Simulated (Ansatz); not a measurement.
# GeMo (rocksalt type): how the settings move a single-point run

Aim: see which settings change the result for GeMo (rocksalt type), by how much, and at what cost.

Method: reference: DFT, r2SCAN, PAW with Ansatz's default frozen-core files, scalar-relativistic, in Ansatz 0.2.0.

1 further run of the same task is left out (set aside as unsound or not needed).

## Step 1: The structure to begin with

Symmetry: Fm-3m, No. 225, cubic system. Conventional cell: a = 4.826 Å, b = 4.826 Å, c = 4.826 Å, α = 90.00°, β = 90.00°, γ = 90.00°. Mo (site symmetry m-3m) has 6 Ge at 2.41 Å as nearest neighbours. Ge (site symmetry m-3m) has 6 Mo at 2.41 Å as nearest neighbours.

Coordinates:

```xyz
2
Lattice="0.0000 2.4128 2.4128 2.4128 0.0000 2.4128 2.4128 2.4128 0.0000" Properties=species:S:1:pos:R:3 pbc="T T T"
Mo    0.0000    0.0000    0.0000
Ge    2.4128    2.4128    2.4128
```

## Step 2: The reference run

File input.yaml:

```yaml
crystal:
  lattice:
    - [0.0, 2.4128293339, 2.4128293339]
    - [2.4128293339, 0.0, 2.4128293339]
    - [2.4128293339, 2.4128293339, 0.0]
  atoms:
    - { symbol: Mo, position: [0.0, 0.0, 0.0] }
    - { symbol: Ge, position: [0.5, 0.5, 0.5] }
kpoints:
  mp_grid: { grid: [14, 14, 14] }
scf:
  occupations: { method: fermi_dirac, width: 0.08 }
hamiltonian:
  xc: r2scan
  pseudopotentials: { kind: paw }
output:
  forces: true
  stress: true
  eigenvalues: true
  populations: true
  write_density: true
  write_potential: true
  elf: true
  volumetric_format: npy
```

Run with:

```
ansatz run input.yaml --threads 1 --pin off --max-ram 2048MiB --backend cpu --events-out ev --progress --plain --runs-dir out
```

## Step 3: Changed: scf.algorithm density_mixing, hubbard.sites [{species: Mo, l: d, u_eff: 5.0}], hubbard.double_counting fll

Changes to input.yaml since step 2:

```diff
@@ -12,2 +12,3 @@
   occupations: { method: fermi_dirac, width: 0.08 }
+  algorithm: density_mixing
 hamiltonian:
@@ -15,2 +16,3 @@
   pseudopotentials: { kind: paw }
+  hubbard: { sites: [{ species: Mo, l: d, u_eff: 5.0 }], double_counting: fll }
 output:
```

## Step 4: Changed: hubbard.sites [{species: Mo, l: d, u_eff: 8.0}], hubbard.double_counting fll, xc_grid 4

Changes to input.yaml since step 2:

```diff
@@ -15,2 +15,3 @@
   pseudopotentials: { kind: paw }
+  hubbard: { sites: [{ species: Mo, l: d, u_eff: 8.0 }], double_counting: fll }
 output:
@@ -24 +25,3 @@
   volumetric_format: npy
+basis:
+  xc_grid: 4
```

## Step 5: Variant: lower_state_search standard, dr2_threshold 1.0e-09

Changes to input.yaml since step 2:

```diff
@@ -12,2 +12,4 @@
   occupations: { method: fermi_dirac, width: 0.08 }
+  lower_state_search: standard
+  convergence: { dr2_threshold: 1.0e-09 }
 hamiltonian:
@@ -20,5 +22 @@
   populations: true
-  write_density: true
-  write_potential: true
-  elf: true
-  volumetric_format: npy
```

Q: Predict the outcome of this session. Wanted: for each run, ending; energy change; pressure; gap; force.

**Answer**, as computed:

```csv
run,ending,energy change,pressure (GPa),gap (eV),force (eV/Å),cycles,time
reference,converged,0,42.8,0.00,0.00,7,17 s
"1: scf.algorithm density_mixing, hubbard.sites [{species: Mo, l: d, u_eff: 5.0}], hubbard.double_counting fll",converged,+3.04 eV/atom (U changed: no physical gain or loss),40.6,0.00,0.00,9,22 s
"2: hubbard.sites [{species: Mo, l: d, u_eff: 8.0}], hubbard.double_counting fll, xc_grid 4",converged,+4.85 eV/atom (U changed: no physical gain or loss),40.0,0.00,0.00,9,22 s
"3: lower_state_search standard, dr2_threshold 1.0e-09",converged,0.0 meV/atom,42.8,0.00,0.00,9,17 s
```

Times don't compare one to one where runs were asked for different outputs or read a saved state (see the inputs); cycles may leave out searches for a lower state.

Residual by cycle in the longest SCF loop of each run; runs are numbered as in the table. The quantity is the density residual dr2, in eV.

```csv
cycle,reference,run 1,run 2,run 3
1,0.0439,3.36,3.36,0.0439
2,0.00334,0.42,0.406,0.00334
3,4.7e-4,0.017,0.0355,4.7e-4
4,8.8e-5,0.00711,0.0191,8.8e-5
5,9.1e-6,7.7e-4,0.00194,9.1e-6
6,6.8e-7,6.2e-5,1.9e-4,6.8e-7
7,8.3e-8,5.7e-6,8.4e-5,8.3e-8
8,-,3.1e-7,1.4e-6,1.2e-9
9,-,1.7e-8,5.1e-8,2.0e-11
```

**Reading.** «lower_state_search standard, dr2_threshold 1.0e-09» leaves the energy as it was. A changed U is a change of model: its shifts are not errors of convergence. The structure is not at rest: the sound run finds 43 GPa, so these are no properties of the relaxed crystal. The reference leaves spin out although Mo can carry a moment, so its state need not be the lowest.
